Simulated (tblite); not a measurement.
# C5H10AsNO2: the cost of one run

The runs use tblite 0.8.0 and PySCF 2.14.0, with density-fitted response routines of our own; the level of theory stands in each step. All values are computed, except where a source is named. Atoms count from 0, in the outputs and in this text.

## Step 1: Starting geometry

19 atoms, charge 0, multiplicity 1; geometry from: force field or distance geometry start.

Bonds of the start (Å): C0–O1 1.44, O1–C2 1.40, C2–O3 1.24, C2–C4 1.51, C4–C5 1.52, C5–N6 1.28, C4–C7 1.54, C7–As8 1.97, C0–H9 1.10, C0–H10 1.11, C0–H11 1.11, C4–H12 1.12, C5–H13 1.08, N6–H14 1.03, C7–H15 1.10, C7–H16 1.12, As8–H17 1.57, As8–H18 1.57.

## Step 2: Geometry optimisation with GFN2-xTB

What the job is given:

```
{"job": {"kind": "relax", "xc": "GFN2-xTB", "basis": "xTB"}, "charge": 0, "multiplicity": 1}
C      2.967300     0.401100     0.115000
O      1.603600     0.277000    -0.320700
C      0.661300    -0.440000     0.427000
O      0.964300    -0.991900     1.499900
C     -0.761300    -0.529900    -0.075400
C     -0.775600    -1.207600    -1.433300
N     -0.485200    -2.451400    -1.552300
C     -1.390200     0.871400    -0.170800
As    -1.578900     1.686500     1.614600
H      3.514900     1.005200    -0.623700
H      2.994900     0.917000     1.097500
H      3.427100    -0.601200     0.198900
H     -1.376700    -1.138700     0.627700
H     -1.023300    -0.644200    -2.325600
H     -0.242800    -3.021900    -0.727900
H     -0.787700     1.537200    -0.806000
H     -2.410300     0.790200    -0.617800
H     -2.536500     2.798500     1.066900
H     -2.774600     0.751800     1.998400
```

Launch:

```bash
OMP_NUM_THREADS=1 python probes_run.py task.json out
```

The driver reads the jobs from task.json and runs them one after another.

**Question.** How long does this first job take on 1 thread of Arm Neoverse N1, shared host, and how much memory does it need?

About 1.8 s, with a peak of 0.18 GiB.
